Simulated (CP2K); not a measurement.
Input of a CP2K 2026.2 run:

The input mose_charges.inp:

```
&GLOBAL
  PROJECT mose_charges
  RUN_TYPE ENERGY_FORCE
  PRINT_LEVEL LOW
&END GLOBAL
&FORCE_EVAL
  METHOD QS
  STRESS_TENSOR ANALYTICAL
  &DFT
    BASIS_SET_FILE_NAME BASIS_MOLOPT
    POTENTIAL_FILE_NAME GTH_POTENTIALS
    &MGRID
      CUTOFF 450
      REL_CUTOFF 60
      NGRIDS 5
    &END MGRID
    &QS
      METHOD GPW
      EPS_DEFAULT 1.0E-10
    &END QS
    &KPOINTS
      SCHEME MONKHORST-PACK 9 9 6
      GAMMA_CENTERED T
      SYMMETRY T
      SYMMETRY_BACKEND SPGLIB
    &END KPOINTS
    &SCF
      SCF_GUESS ATOMIC
      EPS_SCF 1.0E-6
      MAX_SCF 100
      ADDED_MOS 4
      CHOLESKY OFF
      EPS_EIGVAL 1.0E-7
      &DIAGONALIZATION ON
        ALGORITHM STANDARD
      &END DIAGONALIZATION
      &MIXING ON
        METHOD BROYDEN_MIXING
        ALPHA 0.4
        BETA 1.5
        NBUFFER 8
      &END MIXING
      &SMEAR ON
        METHOD FERMI_DIRAC
        ELECTRONIC_TEMPERATURE [K] 580.226
      &END SMEAR
    &END SCF
    &XC
      &XC_FUNCTIONAL PBE
      &END XC_FUNCTIONAL
    &END XC
    &PRINT
      &KPOINTS ON
      &END KPOINTS
      &MULLIKEN ON
      &END MULLIKEN
      &MO ON
        ENERGIES T
        OCCUPATION_NUMBERS T
        &EACH
          QS_SCF 0
        &END EACH
        ADD_LAST NUMERIC
      &END MO
      &LOWDIN ON
      &END LOWDIN
      &HIRSHFELD ON
        SHAPE_FUNCTION DENSITY
      &END HIRSHFELD
      &VORONOI ON
        VORONOI_RADII UNITY
      &END VORONOI
    &END PRINT
  &END DFT
  &SUBSYS
    &CELL
      A 3.4706685900 0.0000000000 0.0000000000
      B -1.7353343000 3.0056871700 0.0000000000
      C 0.0000000000 0.0000000000 4.3727953400
      PERIODIC XYZ
    &END CELL
    &COORD
      SCALED
      Mo  0.6666666700 0.3333333300 0.0254445500
      Se  0.3333333300 0.6666666700 0.1184304700
    &END COORD
    &KIND Mo
      BASIS_SET SZV-MOLOPT-SR-GTH-q14
      POTENTIAL GTH-PBE-q14
    &END KIND
    &KIND Se
      BASIS_SET SZV-MOLOPT-SR-GTH-q6
      POTENTIAL GTH-PBE-q6
    &END KIND
    &PRINT
      &ATOMIC_COORDINATES ON
      &END ATOMIC_COORDINATES
      &CELL ON
      &END CELL
      &SYMMETRY ON
      &END SYMMETRY
    &END PRINT
  &END SUBSYS
  &PRINT
    &FORCES ON
    &END FORCES
    &STRESS_TENSOR ON
    &END STRESS_TENSOR
  &END PRINT
&END FORCE_EVAL
```

Potentials or basis: GTH_POTENTIALS Mo GTH-PBE-q14, Se GTH-PBE-q6; SZV-MOLOPT-SR-GTH basis.

Command:

```console
$ OMP_NUM_THREADS=1 cp2k.psmp -i mose_charges.inp -o mose_charges.out
```

Q: Estimate the Mulliken charges.

A: Mo +0.10; Se -0.10 e.

Q: Predict the Hirshfeld charges.

A: Mo -0.01; Se +0.01 e.

Q: Estimate the pressure.

A: 92.4 GPa.

Stress tensor (GPa, compression positive):
```
136.04   0.00   0.00
  0.00 136.04   0.00
  0.00   0.00   5.14
```

Caveat: a minimal basis gives rough bond lengths, pressures and levels; a pressure of tens of GPa on the cell as given is suspect, and the run, the potentials or the cell itself is likely at fault; this functional lacks dispersion, which binds the layers, so the pressure and a relaxed spacing across them are unreliable; the basis of atomic orbitals isn't converged, which shifts pressures, moduli and gaps.
